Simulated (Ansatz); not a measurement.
# C6H5BF2: a ladder of functionals and wavefunction methods

The task here is to estimate one member of a computed series from the others.

Computed with Ansatz 0.2.0, Gaussian basis. Level: functionals in def2-TZVPP, the program's frozen cores in correlated methods.

Levels to be run: LDA (SPW92), PBE-D4, revPBE-D4, BLYP-D4, r2SCAN-D4, B97M-V, PBE0-D4, B3LYP-D4, r2SCANh-D4, r2SCAN0-D4, HSE06-D4, BHLYP-D4, CAM-B3LYP-D4, LC-ωPBE, ωB97X-V, ωB97M-V, B2PLYP, PBE-QIDH; CCSD(T)/def2-SVP; CCSD(T)/def2-TZVPP; MP2/def2-QZVPP; extrapolation to the limit; RPA on PBE.

## The geometry

An earlier PBE0-D4 in a triple-zeta def2 set relaxation fixed the geometry.

SMILES `FB(F)c1ccccc1`, 14 atoms, charge 0, spin multiplicity 1.

Atoms are counted from 1 here; the program's logs count them from 0.

Bond lengths: F1–B2 1.324 Å, B2–F3 1.324 Å, B2–C4 1.543 Å, C4–C5 1.397 Å, C4–C9 1.397 Å, C5–C6 1.384 Å, C5–H10 1.085 Å, C6–C7 1.388 Å, C6–H11 1.084 Å, C7–C8 1.388 Å, C7–H12 1.084 Å, C8–C9 1.384 Å, C8–H13 1.084 Å, C9–H14 1.085 Å. Angles: F1–B2–F3 116.4°, F1–B2–C4 121.8°, F3–B2–C4 121.8°, B2–C4–C5 120.7°, B2–C4–C9 120.7°, C5–C4–C9 118.7°, C4–C5–C6 120.7°, C4–C5–H10 119.4°, C6–C5–H10 119.9°, C5–C6–C7 119.8°, C5–C6–H11 120.2°, C7–C6–H11 120.0°, C6–C7–C8 120.3°, C6–C7–H12 119.9°, C8–C7–H12 119.9°, C7–C8–C9 119.8°, C7–C8–H13 120.0°, C9–C8–H13 120.2° and more.

Set-up of the first run:

in.yaml

```yaml
crystal:
  periodic: [false, false, false]
  atoms:
    - {symbol: F, position_ang: [-1.057009, -2.865656, -1.218933]}
    - {symbol: B, position_ang: [-0.601232, -2.314525, -0.105129]}
    - {symbol: F, position_ang: [-0.495579, -3.111771, 0.946191]}
    - {symbol: C, position_ang: [-0.213826, -0.822419, -0.035976]}
    - {symbol: C, position_ang: [-0.333409, -0.002430, -1.161208]}
    - {symbol: C, position_ang: [0.013744, 1.336427, -1.100784]}
    - {symbol: C, position_ang: [0.485963, 1.873565, 0.089019]}
    - {symbol: C, position_ang: [0.611232, 1.073885, 1.216831]}
    - {symbol: C, position_ang: [0.263404, -0.264645, 1.153128]}
    - {symbol: H, position_ang: [-0.702616, -0.423871, -2.089778]}
    - {symbol: H, position_ang: [-0.082556, 1.964092, -1.979135]}
    - {symbol: H, position_ang: [0.758090, 2.922090, 0.137644]}
    - {symbol: H, position_ang: [0.980287, 1.497057, 2.143902]}
    - {symbol: H, position_ang: [0.360607, -0.890999, 2.033130]}
basis:
  gaussian: {orbitals: def2-TZVPP}
hamiltonian: {xc: lda}
output: {orbitals: {seedname: orbitals}}
```

On the command line:

```
$ ansatz run in.yaml --threads 2 --pin off --events-out ev --progress --plain --max-ram 31744MiB --backend cuda --devices 0, --max-vram 18GiB
```

Among the steps run: LDA; PBE-D4 (GGA); revPBE-D4 (GGA); BLYP-D4 (GGA); r2SCAN-D4 (meta-GGA); B97M-V (meta-GGA); B3LYP-D4 (hybrid); r2SCANh-D4 (hybrid); r2SCAN0-D4 (hybrid); HSE06-D4 (hybrid); BHLYP-D4 (hybrid); CAM-B3LYP-D4 (range-separated); LC-ωPBE (range-separated); ωB97X-V (range-separated); ωB97M-V (range-separated); B2PLYP (double hybrid); PBE-QIDH (double hybrid).

One table of the session follows, with a row left open; its other results are not shown here.

It belongs to the step «Frontier levels by functional». 

```
  functional  HOMO (eV)  LUMO (eV)  gap (eV)
 LDA (SPW92)      -6.93      -2.59      4.34
      PBE-D4      -6.70      -2.32      4.39
   revPBE-D4      -6.62      -2.21      4.41
     BLYP-D4      -6.50      -2.15      4.35
   r2SCAN-D4      -6.88      -2.15      4.73
      B97M-V      -6.82      -2.07      4.75
     PBE0-D4      -7.69      -1.46      6.23
    B3LYP-D4      -7.46      -1.64      5.82
  r2SCANh-D4      -7.26      -1.84      5.42
  r2SCAN0-D4      -7.82      -1.37      6.45
    HSE06-D4      -7.30      -1.84      5.46
    BHLYP-D4      -8.47      -0.46      8.01
CAM-B3LYP-D4          ?          ?         ?
     LC-ωPBE     -10.20       0.64     10.84
     ωB97X-V      -9.84       0.63     10.48
     ωB97M-V      -9.77       0.55     10.32
```

Q: Estimate the row for CAM-B3LYP-D4 from the others.

As computed: HOMO (eV): -8.90; LUMO (eV): -0.39; gap (eV): 8.51. In the column «HOMO (eV)» it lies between ωB97M-V (-9.77) and BHLYP-D4 (-8.47).
